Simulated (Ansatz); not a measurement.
# Ba7B: the cost of one run

Method: DFT PBE, scalar-relativistic, plane waves, PAW, in Ansatz 0.2.0.

### Step 1. The starting structure

The structure is cubic, space group Fm-3m (No. 225). Conventional cell: a = 12.852 Å, b = 12.852 Å, c = 12.852 Å, α = 90.00°, β = 90.00°, γ = 90.00°. Ba (site symmetry 4mm) is surrounded by 1 B at 2.95 Å. Ba (site symmetry m-3m) is surrounded by 6 Ba at 3.48 Å. Around B (site symmetry m-3m) lie 6 Ba at 2.95 Å.

Coordinates:

```
CELL_PARAMETERS angstrom
0.00000 6.42604 6.42604
6.42604 0.00000 6.42604
6.42604 6.42604 0.00000
ATOMIC_POSITIONS crystal
Ba 0.77074 0.22926 0.22926
Ba 0.22926 0.77074 0.77074
Ba 0.22926 0.77074 0.22926
Ba 0.77074 0.22926 0.77074
Ba 0.22926 0.22926 0.77074
Ba 0.77074 0.77074 0.22926
Ba 0.50000 0.50000 0.50000
B 0.00000 0.00000 0.00000
```

The cell was relaxed beforehand at this level, from a generated guess; it is a trial structure. At a tolerance of 0.05 Å it has space group Fm-3m (No. 225); it has 66.34 Å³/atom, an uncorrected energy of +0.59 eV/atom over the elements.

### Step 2. Bands, states and charges

File input.yaml:

```yaml
crystal:
  lattice:
    - [0.0, 6.4260399277, 6.4260399277]
    - [6.4260399277, 0.0, 6.4260399277]
    - [6.4260399277, 6.4260399277, 0.0]
  atoms:
    - { symbol: Ba, position: [0.7707445811, 0.2292554189, 0.2292554189] }
    - { symbol: Ba, position: [0.2292554189, 0.7707445811, 0.7707445811] }
    - { symbol: Ba, position: [0.2292554189, 0.7707445811, 0.2292554189] }
    - { symbol: Ba, position: [0.7707445811, 0.2292554189, 0.7707445811] }
    - { symbol: Ba, position: [0.2292554189, 0.2292554189, 0.7707445811] }
    - { symbol: Ba, position: [0.7707445811, 0.7707445811, 0.2292554189] }
    - { symbol: Ba, position: [0.5, 0.5, 0.5] }
    - { symbol: B, position: [0.0, 0.0, 0.0] }
basis:
  ecutwfc: 420
kpoints:
  mp_grid: { grid: [6, 6, 6] }
  band_path:
    path:
      - [[0.0, 0.0, 0.0], [0.5, 0.0, 0.5], [0.625, 0.25, 0.625]]
      - [[0.375, 0.375, 0.75], [0.0, 0.0, 0.0], [0.5, 0.5, 0.5], [0.5, 0.25, 0.75], [0.5, 0.0, 0.5]]
    npoints: 14
hamiltonian:
  xc: pbe
scf:
  occupations: { method: gaussian, width: 0.1 }
  n_extra_bands: 20
output:
  forces: true
  stress: true
  eigenvalues: true
  populations: true
  dos: { projected: true, de: 0.02, nscf_kmesh: { grid: [8, 8, 8] } }
  bader: true
  write_density: true
  write_potential: true
  elf: true
  volumetric_format: npy
```

Command:

```console
$ ansatz run input.yaml --threads 1 --pin off --max-ram 2560MiB --backend cpu --events-out ev --progress --plain --runs-dir out
```

**Question.** How long does this run take on 1 thread of INTEL XEON PLATINUM 8581C at 2.10GHz (Emerald Rapids), shared host, and how much memory does it need?

About 2.3 min, with a peak of 1.6 GiB.
